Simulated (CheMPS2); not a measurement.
# BeH2 (SMILES [H][Be][H]) at DMRG/6-31G(d,p) (spherical functions)

Aim: the vertical singlet–triplet gap of BeH2 at DMRG/6-31G** (spherical functions), from 2 runs. 

The results are computed with CheMPS2 1.8.12.

## 1. The system as given

BeH2 has 3 atoms, charge 0, and is taken as a singlet. SMILES: `[H][Be][H]`. The shape comes from GFN2-xTB, which is rough for such elements, and wasn't checked as a minimum.

Bond lengths: Be1–H2 1.279 Å, Be1–H3 1.279 Å. Angles: H2–Be1–H3 179.9°.

## 2. The energy at DMRG/6-31G(d,p) (spherical functions)

Input file integrals.py:

```python
from pyscf import ao2mo, cc, dft, gto, mcscf, mp, scf
from pyscf.tools import fcidump

mol = gto.M(atom="""
Be    -0.00158737    -0.00090707    -0.00005669
H     -0.03435522    -0.04302906     2.41718648
H      0.03596149     0.04393613    -2.41714869
""", basis="6-31g**", unit="bohr", charge=0, verbose=3, max_memory=2000)
print("nao                     : %d" % (mol.nao))
mf = scf.RHF(mol)
mf.conv_tol = 1e-10
mf.max_cycle = 200
mf.kernel()
if not mf.converged:
    mf = mf.newton().run(mf.mo_coeff, mf.mo_occ)
print("E(SCF)                  : %.10f" % (mf.e_tot))
ref = mf
pt = mp.MP2(ref, frozen=0).run()
mycc = cc.CCSD(ref, frozen=0)
mycc.max_cycle = 150
mycc.kernel()
print("E(MP2)                  : %.10f" % (pt.e_tot))
if mycc.converged:
    print(f"E(CCSD)                 : {mycc.e_tot:.10f}")
    print("E(CCSD(T))              : %.10f" % (mycc.e_tot + mycc.ccsd_t()))
    print(f"T1                      : {mycc.get_t1_diagnostic():.4f}")
ks = dft.RKS(mol, xc="bhandhlyp").set(conv_tol=1e-9, verbose=3).run()
if ks.converged:
    print("E(BHLYP)                : %.8f" % (ks.e_tot))
ks = dft.RKS(mol, xc="tpss").set(conv_tol=1e-9, verbose=3).run()
if ks.converged:
    print(f"E(TPSS)                 : {ks.e_tot:.8f}")
ks = dft.RKS(mol, xc="hse06").set(conv_tol=1e-9, verbose=3).run()
if ks.converged:
    print(f"E(HSE06)                : {ks.e_tot:.8f}")
ks = dft.RKS(mol, xc="pbe").set(conv_tol=1e-9, verbose=3).run()
if ks.converged:
    print("E(PBE)                  : %.8f" % (ks.e_tot))
cas = mcscf.CASCI(mf, 24, 6)
h1, ecore = cas.get_h1eff()
fcidump.from_integrals("FCIDUMP", h1, cas.get_h2eff(), 24, 6, nuc=ecore, ms=0)
```

Input file dmrg.input:

```
FCIDUMP = FCIDUMP
GROUP = 0
MULTIPLICITY = 1
NELECTRONS = 6
IRREP = 0
EXCITATION = 0
SWEEP_STATES = 100, 150, 200, 200
SWEEP_ENERGY_CONV = 1e-04, 1e-04, 1e-04, 1e-06
SWEEP_MAX_SWEEPS = 2, 3, 3, 6
SWEEP_NOISE_PREFAC = 0.05, 0.05, 0.005, 0.0
SWEEP_DVDSON_RTOL = 3e-04, 3e-04, 3e-04, 3e-05
NOCC = 0
NACT = 24
NVIR = 0
MOLCAS_FIEDLER = FALSE
PRINT_CORR = TRUE
TMP_FOLDER = .
```

On the command line:

```
python integrals.py && chemps2 --file=dmrg.input
```

The log of the run:

```text
$ python integrals.py
nao                     : 24
converged SCF energy = -15.7648635223216
E(SCF)                  : -15.7648635223
E(RMP2) = -15.8152567183658  E_corr = -0.05039319604418
E(SCS-RMP2) = -15.8240104614199  E_corr = -0.0591469390983303
E(CCSD) = -15.82927771671572  E_corr = -0.06441419439410895
E(MP2)                  : -15.8152567184
E(CCSD)                 : -15.8292777167
CCSD(T) correction = -0.000419376174734236
E(CCSD(T))              : -15.8296970929
T1                      : 0.0058
converged SCF energy = -15.9001122704802
E(BHLYP)                : -15.90011227
converged SCF energy = -15.9151949665646
E(TPSS)                 : -15.91519497
converged SCF energy = -15.8697277085807
E(HSE06)                : -15.86972771
converged SCF energy = -15.8550579690597
E(PBE)                  : -15.85505797

$ chemps2 --file=dmrg.input

Running chemps2 version 1.8.12 () with the following options:

[... 77 lines left out ...]
***     Maximum discarded weight = 0
[... 49 lines left out ...]
***     Maximum discarded weight = 8.49003364813052e-10
[... 7 lines left out ...]
***     Maximum discarded weight = 1.02283856386797e-07
[... 6 lines left out ...]
***     Maximum discarded weight = 9.07982406142031e-08
[... 13 lines left out ...]
***     Minimum energy           = -15.8298391868702
[... 6 lines left out ...]
***     Minimum energy           = -15.8298423710489
[... 8 lines left out ...]
***     Maximum discarded weight during the last sweep     = 1.65827604014348e-08
[... 6 lines left out ...]
***     Maximum discarded weight = 5.32934483947806e-10
[... 6 lines left out ...]
***     Maximum discarded weight = 3.82642715563492e-09
[... 13 lines left out ...]
***     Minimum energy           = -15.8298443990135
[... 6 lines left out ...]
***     Minimum energy           = -15.8298444125343
[... 8 lines left out ...]
***     Maximum discarded weight during the last sweep     = 4.85749963743757e-09
[... 129 lines left out ...]
--------------------------------------------------------
Two-orbital mutual information = 0.5 * ( s1(i) + s1(j) - s2(i,j) ) * ( 1 - delta(i,j) )
Hamiltonian index order is used!

   Columns 1 to 8

    0           0.000246    0.000152    0.000028    0.000028    0.000005    0.000015    0.000067
    0.000246    0           0.047651    0.016208    0.016207    0.011586    0.005394    0.012530
    0.000152    0.047651    0           0.003358    0.003358    0.020066    0.008520    0.008873
[... 20 lines of this table left out ...]
    0.000006    0.000356    0.000486    0.000031    0.000031    0.000366    0.000101    0.000094

   Columns 9 to 16

    0.000187    0.000187    0.000138    0.000016    0.000037    0.000037    0.000002    0.000002
    0.003687    0.003687    0.010310    0.005579    0.006979    0.006979    0.000163    0.000163
    0.000962    0.000962    0.016292    0.009391    0.008690    0.008690    0.000016    0.000016
[... 20 lines of this table left out ...]
    0.000019    0.000019    0.000068    0.000444    0.000054    0.000054    0.000005    0.000005

   Columns 17 to 24

    0.000011    0.000025    0.000002    0.000002    0.000000    0.000000    0.000030    0.000006
    0.006644    0.002300    0.001404    0.001404    0.000601    0.000601    0.000612    0.000356
    0.008319    0.002689    0.001746    0.001746    0.000786    0.000786    0.000789    0.000486
[... 20 lines of this table left out ...]
    0.000198    0.000071    0.000036    0.000036    0.000026    0.000026    0.000185    0

--------------------------------------------------------
```

It took 2.3 min on 1 thread of Arm Neoverse V2, shared host; peak memory 0.16 GiB.

## 3. The triplet: a single-point energy at DMRG/6-31G(d,p) (spherical functions)

Input file prepare.py:

```python
from pyscf import ao2mo, cc, dft, gto, mcscf, mp, scf
from pyscf.tools import fcidump

mol = gto.M(atom="""
Be    -0.000840    -0.000480    -0.000030
H     -0.018180    -0.022770     1.279120
H      0.019030     0.023250    -1.279100
""", basis="6-31g**", spin=2, verbose=4)
print("nao                     : %d" % (mol.nao))
mf = scf.ROHF(mol)
mf.conv_tol = 1e-10
mf.max_cycle = 200
mf.kernel()
if not mf.converged:
    mf = mf.newton().run(mf.mo_coeff, mf.mo_occ)
print(f"SCF energy              : {mf.e_tot:.10f}")
ref = scf.UHF(mol).run(mf.make_rdm1(), conv_tol=1e-10)
pt = mp.MP2(ref, frozen=0).run()
mycc = cc.CCSD(ref, frozen=0)
mycc.max_cycle = 150
mycc.kernel()
print(f"E(MP2)                  : {pt.e_tot:.10f}")
if mycc.converged:
    print(f"E(CCSD)                 : {mycc.e_tot:.10f}")
    print("E(CCSD(T))              : %.10f" % (mycc.e_tot + mycc.ccsd_t()))
ks = dft.UKS(mol, xc="bhandhlyp").set(conv_tol=1e-9, verbose=3).run(mf.make_rdm1())
if ks.converged:
    print(f"E(BHLYP)                : {ks.e_tot:.8f}")
ks = dft.UKS(mol, xc="tpss").set(conv_tol=1e-9, verbose=3).run(mf.make_rdm1())
if ks.converged:
    print(f"E(TPSS)                 : {ks.e_tot:.8f}")
ks = dft.UKS(mol, xc="hse06").set(conv_tol=1e-9, verbose=3).run(mf.make_rdm1())
if ks.converged:
    print("E(HSE06)                : %.8f" % (ks.e_tot))
ks = dft.UKS(mol, xc="pbe").set(conv_tol=1e-9, verbose=3).run(mf.make_rdm1())
if ks.converged:
    print(f"E(PBE)                  : {ks.e_tot:.8f}")
cas = mcscf.CASCI(mf, 24, 6)
h1, ecore = cas.get_h1eff()
fcidump.from_integrals("FCIDUMP", h1, cas.get_h2eff(), 24, 6, nuc=ecore, ms=2)
```

Input file chemps2.input:

```
FCIDUMP = FCIDUMP
GROUP = 0
MULTIPLICITY = 3
NELECTRONS = 6
IRREP = 0
EXCITATION = 0
SWEEP_STATES = 50, 100, 200, 200
SWEEP_ENERGY_CONV = 1e-04, 1e-04, 1e-04, 1e-06
SWEEP_MAX_SWEEPS = 3, 4, 3, 6
SWEEP_NOISE_PREFAC = 0.05, 0.05, 0.005, 0.0
SWEEP_DVDSON_RTOL = 3e-05, 3e-05, 3e-05, 3e-06
NOCC = 0
NACT = 24
NVIR = 0
MOLCAS_FIEDLER = TRUE
PRINT_CORR = TRUE
TMP_FOLDER = .
```

On the command line:

```
python prepare.py && chemps2 --file=chemps2.input
```

The log of the run:

```text
$ python prepare.py

[INPUT] verbose = 4
[INPUT] num. atoms = 3
[INPUT] num. electrons = 6
[INPUT] charge = 0
[INPUT] spin (= nelec alpha-beta = 2S) = 2
[INPUT] symmetry False subgroup None
[INPUT] Mole.unit = angstrom
[INPUT] Symbol           X                Y                Z      unit          X                Y                Z       unit  Magmom
[INPUT]  1 Be    -0.000840000000  -0.000480000000  -0.000030000000 AA   -0.001587369945  -0.000907068540  -0.000056691784 Bohr   0.0
[INPUT]  2 H     -0.018180000000  -0.022770000000   1.279120000000 AA   -0.034355220945  -0.043029063856   2.417186480454 Bohr   0.0
[INPUT]  3 H      0.019030000000   0.023250000000  -1.279100000000 AA    0.035961488150   0.043936132396  -2.417148685931 Bohr   0.0

nuclear repulsion = 3.5155697576692
number of shells = 12
number of NR pGTOs = 41
number of NR cGTOs = 24
basis = 6-31g**
ecp = {}
CPU time:         0.43
nao                     : 24

******** <class 'pyscf.scf.rohf.ROHF'> ********
method = ROHF
initial guess = minao
damping factor = 0
level_shift factor = 0
DIIS = <class 'pyscf.scf.diis.CDIIS'>
diis_start_cycle = 1
diis_space = 8
diis_damp = 0
SCF conv_tol = 1e-10
SCF conv_tol_grad = None
SCF max_cycles = 200
direct_scf = True
direct_scf_tol = 1e-13
chkfile to save SCF result = tmptinoc73a
max_memory 1800 MB (current use 106 MB)
num. doubly occ = 2  num. singly occ = 2
[... 127 lines left out ...]
Init t2, MP2 energy = -0.0451114084981972
[... 40 lines left out ...]
WARN: HOMO -0.14761448966286 >= LUMO -0.224548478066767
[... 23 lines left out ...]
WARN: HOMO -0.0974670609451578 >= LUMO -0.292072651262754
[... 23 lines left out ...]
WARN: HOMO -0.112998654608955 >= LUMO -0.276395185569843
[... 13 lines left out ...]
converged SCF energy = -15.650843865771  <S^2> = 2.0042246  2S+1 = 3.0028151
[... 23 lines left out ...]
WARN: HOMO -0.0957178799953611 >= LUMO -0.296320292051174
[... 147 lines left out ...]
***     Minimum energy           = -15.579036624219
[... 22 lines left out ...]
***     Maximum discarded weight = 6.24083092087029e-06
[... 29 lines left out ...]
***     Maximum discarded weight = 1.78252885289167e-07
[... 28 lines left out ...]
***     Maximum discarded weight = 5.16953569000592e-09
[... 29 lines left out ...]
***     Maximum discarded weight = 1.75055635963071e-08
[... 29 lines left out ...]
***     Maximum discarded weight during the last sweep     = 1.84202862722039e-08
[... 129 lines left out ...]
--------------------------------------------------------
Two-orbital mutual information = 0.5 * ( s1(i) + s1(j) - s2(i,j) ) * ( 1 - delta(i,j) )
Hamiltonian index order is used!

   Columns 1 to 8

    0           0.000155    0.000097    0.000105    0.000027    0.000006    0.000014    0.000077
    0.000155    0           0.019059    0.012731    0.013781    0.071012    0.004723    0.011511
    0.000097    0.019059    0           0.102444    0.001528    0.004368    0.006399    0.002324
[... 20 lines of this table left out ...]
    0.000006    0.000312    0.000074    0.000003    0.000025    0.000121    0.000026    0.000036

   Columns 9 to 16

    0.000168    0.000187    0.000199    0.000012    0.000015    0.000028    0.000025    0.000026
    0.003120    0.002937    0.004769    0.013807    0.003686    0.009814    0.001984    0.002042
    0.001510    0.000398    0.006013    0.001568    0.003622    0.013617    0.000235    0.000247
[... 20 lines of this table left out ...]
    0.000010    0.000013    0.000021    0.000219    0.000018    0.000019    0.000008    0.000008

   Columns 17 to 24

    0.000018    0.000019    0.000003    0.000003    0.000000    0.000001    0.000043    0.000006
    0.003835    0.001549    0.000803    0.000810    0.000313    0.000337    0.000373    0.000312
    0.005429    0.000510    0.000370    0.000456    0.000165    0.000165    0.000259    0.000074
[... 20 lines of this table left out ...]
    0.000063    0.000027    0.000012    0.000013    0.000008    0.000009    0.000066    0

--------------------------------------------------------
```

Run time: 4.1 min. Hardware: 1 thread of Arm Neoverse V2, shared host; peak memory 0.17 GiB.

## 4. Summary of results

Level: DMRG/6-31G** (spherical functions).

```
                                           quantity         value
                  run 1, DMRG/6-31G**: total energy  -15.82984 Eh
run 1, DMRG/6-31G**: T1 diagnostic of the CCSD step         0.006
                              triplet: total energy  -15.59516 Eh
   vertical energy of the triplet above the singlet      6.386 eV
```

In words: At this shape the triplet lies 6.39 eV (147 kcal/mol) above the singlet.
